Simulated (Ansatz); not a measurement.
# CH5B2F: the cost of one run

Method: the settings change from run to run; program: Ansatz 0.2.0, Gaussian basis.

### 1 The geometry

An earlier PBE0-D4 in a triple-zeta def2 set relaxation fixed the geometry.

SMILES `CBBF`, 9 atoms, charge 0, spin multiplicity 1.

Atoms are counted from 1 here; the program's logs count them from 0.

Bond lengths: C1–B2 1.557 Å, C1–H5 1.104 Å, C1–H6 1.091 Å, C1–H7 1.092 Å, B2–B3 1.683 Å, B2–H8 1.205 Å, B3–F4 1.331 Å, B3–H9 1.210 Å. Angles: B2–C1–H5 103.1°, B2–C1–H6 116.5°, B2–C1–H7 114.2°, H5–C1–H6 106.5°, H5–C1–H7 105.2°, H6–C1–H7 110.1°, C1–B2–B3 124.7°, C1–B2–H8 117.2°, B3–B2–H8 118.1°, B2–B3–F4 122.4°, B2–B3–H9 122.4°, F4–B3–H9 115.2°.

### 2 revPBE0/aug-cc-pVTZ

Options: charge +1, multiplicity 2, a point charge of -1.00 e beside it, D3(BJ) with three-body dispersion.

in.yaml

```yaml
crystal:
  periodic: [false, false, false]
  atoms:
    - {symbol: C, position_ang: [-0.157945, 1.261612, -0.141352]}
    - {symbol: B, position_ang: [0.497758, -0.143287, -0.286028]}
    - {symbol: B, position_ang: [-0.050623, -1.540643, 0.474555]}
    - {symbol: F, position_ang: [-0.983734, -2.325015, -0.059725]}
    - {symbol: H, position_ang: [-0.772921, 1.346511, -1.054653]}
    - {symbol: H, position_ang: [-0.836096, 1.398264, 0.702336]}
    - {symbol: H, position_ang: [0.548024, 2.093740, -0.193047]}
    - {symbol: H, position_ang: [1.463239, -0.229324, -1.002057]}
    - {symbol: H, position_ang: [0.380897, -1.908260, 1.543069]}
basis:
  gaussian: {orbitals: aug-cc-pVTZ, point_charges: [{charge: -1.00, position_ang: [6.367, -0.301, -0.635]}]}
total_charge: 1
magnetization: {spin_polarized: true, initial_magnetization: 1}
hamiltonian: {xc: {name: revPBE0}, dispersion: d3bjatm}
```

Run with:

```bash
ansatz run in.yaml --threads 2 --pin off --events-out ev --progress --plain --max-ram 4352MiB
```

What time and memory should one allow on 2 threads of Arm Neoverse V2, shared host?

About 10 s, with a peak of 0.89 GiB.
